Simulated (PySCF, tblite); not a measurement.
# C5H6ClFO2: a rotation path, then NMR shifts on frames, part 2 of 2

tblite 0.8.0 and PySCF 2.14.0. Atoms count from 0. Earlier steps stand in the parts before.

**5. NMR shieldings: image 4, PBE0/pcSseg-1**

The job: settings as JSON, then the geometry in Å.

```
{"job": {"kind": "nmr", "xc": "PBE0", "basis": "pcSseg-1", "pop": false}, "charge": 0, "multiplicity": 1}
C     -2.550400     0.426400    -0.453400
C     -1.241100     0.502200    -0.295400
C     -0.304700    -0.582700    -0.711200
Cl     0.450500    -0.148800    -2.290500
C      0.750200    -0.867200     0.355300
F      1.428100    -2.023900     0.036100
C      1.824200     0.200900     0.642500
O      2.400900     0.242000     1.692300
O      2.058900     1.032700    -0.357000
H     -3.204300     1.225300    -0.151200
H     -3.019400    -0.437400    -0.894200
H     -0.780900     1.381400     0.131800
H     -0.845600    -1.512900    -0.906700
H      0.241900    -1.069200     1.310800
H      2.787400     1.639300    -0.142400
```

Method: GIAO PBE0/pcSseg-1 NMR shielding, non-relativistic, gas phase.

The log of the run:

```text
coarse grid: 14032 points
cycle   1  E = -903.6259564206  dE =  1.457e+00  |g| = 1.050e+00  |ddm| = 3.512e+00
cycle   2  E = -903.1718021165  dE =  4.542e-01  |g| = 1.904e+00  |ddm| = 2.162e+00
cycle   3  E = -903.8136525736  dE = -6.419e-01  |g| = 3.103e-01  |ddm| = 1.586e+00
cycle   4  E = -903.8300018480  dE = -1.635e-02  |g| = 1.091e-01  |ddm| = 2.627e-01
cycle   5  E = -903.8319418907  dE = -1.940e-03  |g| = 2.331e-02  |ddm| = 7.176e-02
cycle   6  E = -903.8320576852  dE = -1.158e-04  |g| = 6.315e-03  |ddm| = 2.343e-02
cycle   7  E = -903.8320643594  dE = -6.674e-06  |g| = 2.811e-03  |ddm| = 6.705e-03
final grid: 134040 points
cycle   8  E = -903.9115468042  dE = -2.885e-05  |g| = 1.329e-02  |ddm| = 2.709e-02
cycle   9  E = -903.9114745494  dE =  7.225e-05  |g| = 2.334e-02  |ddm| = 2.786e-02
cycle  10  E = -903.9115805635  dE = -1.060e-04  |g| = 2.814e-03  |ddm| = 1.842e-02
cycle  11  E = -903.9115820128  dE = -1.449e-06  |g| = 7.260e-04  |ddm| = 2.079e-03
cycle  12  E = -903.9115820970  dE = -8.419e-08  |g| = 1.775e-04  |ddm| = 6.116e-04
cycle  13  E = -903.9115821030  dE = -6.051e-09  |g| = 6.666e-05  |ddm| = 1.661e-04
cycle  14  E = -903.9115821040  dE = -9.748e-10  |g| = 1.809e-05  |ddm| = 6.152e-05
converged SCF energy = -903.9115821040

GIAO shielding tensors (ppm)
atom      isotropic    diamagn.    paramagn.     s11        s22        s33       span
  0 C       56.926     252.306    -195.380    -56.611     66.738    160.651    217.262
  1 C       45.985     256.218    -210.233    -79.222     58.226    158.953    238.175
  2 C      119.602     245.518    -125.916    103.396    127.348    128.061     24.665
  3 Cl     748.995    1146.369    -397.375    552.461    657.041   1037.482    485.020
  4 C       91.962     241.390    -149.428     68.928     92.155    114.802     45.874
  5 F      379.291     469.299     -90.008    324.043    395.322    418.508     94.466
  6 C       16.208     247.622    -231.414    -91.614     63.859     76.377    167.991
  7 O     -124.957     398.655    -523.612   -351.345   -269.200    245.673    597.018
  8 O      119.312     391.806    -272.494    -25.886    162.412    221.409    247.295
  9 H       25.994      28.723      -2.728     23.028     24.973     29.983      6.955
 10 H       25.839      29.930      -4.091     21.688     25.160     30.668      8.980
 11 H       25.642      31.530      -5.888     22.580     24.008     30.337      7.757
 12 H       26.923      30.813      -3.890     23.682     24.596     32.490      8.809
 13 H       26.545      29.588      -3.043     23.633     26.762     29.240      5.607
 14 H       24.910      28.818      -3.908     19.876     21.783     33.069     13.193
```

Run time: 26 s. Hardware: 1 thread of Arm Neoverse V1, shared host; peak memory 0.85 GiB.

Key values: δ C6 170.7, C1 140.9, C0 130.0, C4 95.0, H14 6.81, H11 6.08 ppm.

**6. Shielding tensors: image 6, PBE0/pcSseg-1**

The job: settings as JSON, then the geometry in Å.

```
{"job": {"kind": "nmr", "xc": "PBE0", "basis": "pcSseg-1", "pop": false}, "charge": 0, "multiplicity": 1}
C     -2.512100     0.446900    -0.514900
C     -1.201800     0.510200    -0.363300
C     -0.280000    -0.616700    -0.691200
Cl     0.575500    -0.252300    -2.236900
C      0.735300    -0.880500     0.421200
F      1.260000    -2.140400     0.281000
C      1.911900     0.100100     0.533700
O      2.951600    -0.181900     1.050300
O      1.636200     1.303900     0.041200
H     -3.144500     1.283500    -0.275300
H     -3.003400    -0.437500    -0.884500
H     -0.722900     1.410700    -0.010700
H     -0.834100    -1.541400    -0.875500
H      0.208300    -0.878000     1.389300
H      2.415400     1.881200     0.102400
```

Method: GIAO PBE0/pcSseg-1 NMR shielding, non-relativistic, gas phase.

The log of the run:

```text
coarse grid: 14032 points
cycle   1  E = -903.6307499183  dE =  1.465e+00  |g| = 1.050e+00  |ddm| = 3.522e+00
cycle   2  E = -903.1332234933  dE =  4.975e-01  |g| = 1.962e+00  |ddm| = 2.228e+00
cycle   3  E = -903.8180165248  dE = -6.848e-01  |g| = 3.220e-01  |ddm| = 1.655e+00
cycle   4  E = -903.8356114820  dE = -1.759e-02  |g| = 1.090e-01  |ddm| = 2.713e-01
cycle   5  E = -903.8375524168  dE = -1.941e-03  |g| = 2.337e-02  |ddm| = 7.327e-02
cycle   6  E = -903.8376715143  dE = -1.191e-04  |g| = 5.009e-03  |ddm| = 2.232e-02
cycle   7  E = -903.8376760468  dE = -4.533e-06  |g| = 1.868e-03  |ddm| = 4.963e-03
final grid: 134040 points
cycle   8  E = -903.9172251194  dE = -3.104e-05  |g| = 1.273e-02  |ddm| = 3.112e-02
cycle   9  E = -903.9171644313  dE =  6.069e-05  |g| = 2.200e-02  |ddm| = 2.537e-02
cycle  10  E = -903.9172548400  dE = -9.041e-05  |g| = 3.013e-03  |ddm| = 1.698e-02
cycle  11  E = -903.9172565262  dE = -1.686e-06  |g| = 6.646e-04  |ddm| = 2.202e-03
cycle  12  E = -903.9172565958  dE = -6.955e-08  |g| = 1.487e-04  |ddm| = 5.222e-04
cycle  13  E = -903.9172566000  dE = -4.244e-09  |g| = 5.309e-05  |ddm| = 1.412e-04
cycle  14  E = -903.9172566006  dE = -5.916e-10  |g| = 1.881e-05  |ddm| = 5.393e-05
converged SCF energy = -903.9172566006

GIAO shielding tensors (ppm)
atom      isotropic    diamagn.    paramagn.     s11        s22        s33       span
  0 C       58.982     252.377    -193.395    -52.505     69.204    160.245    212.750
  1 C       43.127     256.177    -213.050    -81.575     54.436    156.520    238.095
  2 C      118.070     245.491    -127.421    105.550    122.789    125.872     20.322
  3 Cl     745.490    1146.426    -400.936    536.684    656.430   1043.358    506.674
  4 C       91.744     243.695    -151.951     65.887     87.187    122.156     56.269
  5 F      382.444     468.529     -86.084    323.592    393.706    430.035    106.443
  6 C       16.161     246.572    -230.411    -92.310     67.015     73.778    166.088
  7 O     -114.389     395.909    -510.298   -353.878   -267.932    278.644    632.522
  8 O      125.661     393.405    -267.744    -19.285    159.853    236.416    255.701
  9 H       26.058      28.731      -2.673     23.261     24.901     30.012      6.751
 10 H       25.971      29.970      -3.999     22.039     25.199     30.674      8.635
 11 H       24.947      31.222      -6.274     21.899     22.556     30.388      8.488
 12 H       26.943      30.902      -3.959     24.204     24.718     31.908      7.704
 13 H       26.524      29.032      -2.509     23.021     27.569     28.982      5.961
 14 H       25.091      29.026      -3.935     19.802     21.931     33.540     13.738
```

It took 26 s on 1 thread of Arm Neoverse V1, shared host; peak memory 0.85 GiB.

In short: δ C6 170.8, C1 143.8, C0 127.9, C4 95.2, H11 6.77, H14 6.63 ppm.

**7. Shielding tensors: image 8, PBE0/pcSseg-1**

The job: settings as JSON, then the geometry in Å.

```
{"job": {"kind": "nmr", "xc": "PBE0", "basis": "pcSseg-1", "pop": false}, "charge": 0, "multiplicity": 1}
C     -2.512900     0.398700    -0.539500
C     -1.200500     0.520600    -0.463700
C     -0.260300    -0.614000    -0.692500
Cl     0.697800    -0.270600    -2.184700
C      0.697300    -0.834200     0.486700
F      1.087600    -2.145200     0.528800
C      1.940600     0.054500     0.396800
O      3.055300    -0.328500     0.218800
O      1.606900     1.336400     0.569800
H     -3.166400     1.237800    -0.378100
H     -2.985900    -0.542900    -0.764600
H     -0.731700     1.468800    -0.245100
H     -0.796300    -1.547400    -0.882400
H      0.172800    -0.629200     1.430600
H      2.391300     1.903200     0.485800
```

Level: GIAO PBE0/pcSseg-1 NMR shielding, non-relativistic, gas phase.

The log of the run:

```text
coarse grid: 14032 points
cycle   1  E = -903.6338411699  dE =  1.462e+00  |g| = 1.049e+00  |ddm| = 3.520e+00
cycle   2  E = -903.1158493727  dE =  5.180e-01  |g| = 1.986e+00  |ddm| = 2.214e+00
cycle   3  E = -903.8212113904  dE = -7.054e-01  |g| = 3.193e-01  |ddm| = 1.642e+00
cycle   4  E = -903.8384164321  dE = -1.721e-02  |g| = 1.079e-01  |ddm| = 2.606e-01
cycle   5  E = -903.8403126998  dE = -1.896e-03  |g| = 2.354e-02  |ddm| = 7.318e-02
cycle   6  E = -903.8404333591  dE = -1.207e-04  |g| = 5.206e-03  |ddm| = 2.350e-02
cycle   7  E = -903.8404380455  dE = -4.686e-06  |g| = 2.226e-03  |ddm| = 5.404e-03
final grid: 134040 points
cycle   8  E = -903.9203878106  dE = -3.207e-05  |g| = 1.300e-02  |ddm| = 2.959e-02
cycle   9  E = -903.9203244715  dE =  6.334e-05  |g| = 2.232e-02  |ddm| = 2.597e-02
cycle  10  E = -903.9204194334  dE = -9.496e-05  |g| = 3.041e-03  |ddm| = 1.724e-02
cycle  11  E = -903.9204211611  dE = -1.728e-06  |g| = 6.899e-04  |ddm| = 2.256e-03
cycle  12  E = -903.9204212358  dE = -7.470e-08  |g| = 1.639e-04  |ddm| = 5.414e-04
cycle  13  E = -903.9204212409  dE = -5.113e-09  |g| = 6.016e-05  |ddm| = 1.497e-04
cycle  14  E = -903.9204212417  dE = -7.810e-10  |g| = 1.933e-05  |ddm| = 6.061e-05
converged SCF energy = -903.9204212417

GIAO shielding tensors (ppm)
atom      isotropic    diamagn.    paramagn.     s11        s22        s33       span
  0 C       61.443     252.570    -191.127    -47.881     71.908    160.303    208.184
  1 C       42.463     255.835    -213.372    -81.830     54.572    154.648    236.478
  2 C      116.028     245.654    -129.626    105.364    119.425    123.295     17.930
  3 Cl     754.732    1147.035    -392.303    559.586    666.192   1038.418    478.833
  4 C       89.878     243.295    -153.417     66.457     81.755    121.423     54.966
  5 F      381.990     468.706     -86.716    334.407    391.708    419.854     85.448
  6 C       16.974     248.272    -231.298    -92.453     67.875     75.501    167.953
  7 O     -114.265     396.143    -510.408   -369.204   -257.492    283.902    653.106
  8 O      135.782     393.515    -257.733    -10.912    162.734    255.526    266.438
  9 H       26.141      28.654      -2.513     23.468     24.884     30.070      6.602
 10 H       26.041      30.076      -4.035     22.300     25.159     30.664      8.364
 11 H       25.093      30.979      -5.886     21.866     23.425     29.989      8.123
 12 H       27.025      31.115      -4.090     24.587     24.873     31.616      7.029
 13 H       26.521      29.248      -2.727     22.893     27.885     28.784      5.890
 14 H       25.357      29.109      -3.751     19.486     22.278     34.308     14.822
```

It took 26 s on 1 thread of Arm Neoverse V1, shared host; peak memory 0.87 GiB.

In short: δ C6 170.0, C1 144.5, C0 125.5, C4 97.0, H11 6.62, H14 6.36 ppm.

**8. Run by run: NMR shifts**

Shifts (ppm) of some atoms, chosen among heavy atoms and hydrogens apart, with basis size and wall time:

| frame | C6 | C0 | H11 | H14 | Cl3 | O7 | O8 | functions | time |
| --- | --- | --- | --- | --- | --- | --- | --- | --- | --- |
| image 0 | 173.7 | 126.3 | 6.79 | 6.76 | 197 | 420.0 | 216.5 | 190 | 26 s |
| image 2 | 171.8 | 128.6 | 6.05 | 6.78 | 207 | 454.8 | 217.9 | 190 | 26 s |
| image 4 | 170.7 | 130.0 | 6.08 | 6.81 | 201 | 461.0 | 216.8 | 190 | 26 s |
| image 6 | 170.8 | 127.9 | 6.77 | 6.63 | 204 | 450.5 | 210.4 | 190 | 26 s |
| image 8 | 170.0 | 125.5 | 6.62 | 6.36 | 195 | 450.3 | 200.3 | 190 | 26 s |

**9. Summary of results**

What follows sums up all 2 parts.

| quantity | value |
| --- | --- |
| barrier | 0.200 eV (4.6 kcal/mol) at image 4 |
| end to end (GFN2-xTB) | 0.040 eV |
| ¹³C shifts against TMS (PBE0/pcSseg-1, image 0) | 173.7, 143.8, 126.3, 97.2, 70.8 ppm |
| ¹H shifts against TMS (PBE0/pcSseg-1, image 0) | 6.79, 6.76, 5.66, 5.59, 5.19, 4.65 ppm |
| ³⁵Cl shifts against HCl (PBE0/pcSseg-1, image 0) | 197 ppm |
| ¹⁹F shifts against CFCl3 (PBE0/pcSseg-1, image 0) | -211.9 ppm |
| ¹⁷O shifts against H2O (PBE0/pcSseg-1, image 0) | 420.0, 216.5 ppm |
| range of the shift of O7 | 420.0 to 461.0 ppm |

In words: Along the band the dihedral turns by 179°, and the top (dihedral -24°) lies 4.6 kcal/mol above the start (GFN2-xTB, rough), so at room temperature this motion is fast. Ends this close can change order at a higher level. The top was not checked by a frequency run. Shifts at one fixed geometry are not the observed spectrum, which averages over the motion. In the first frame run (image 0): The largest span, 586 ppm, is at O7, where the paramagnetic term is -487 ppm. Across the 5 runs the shift of O7 moves most, between 420.0 (image 0) and 461.0 ppm (image 4).
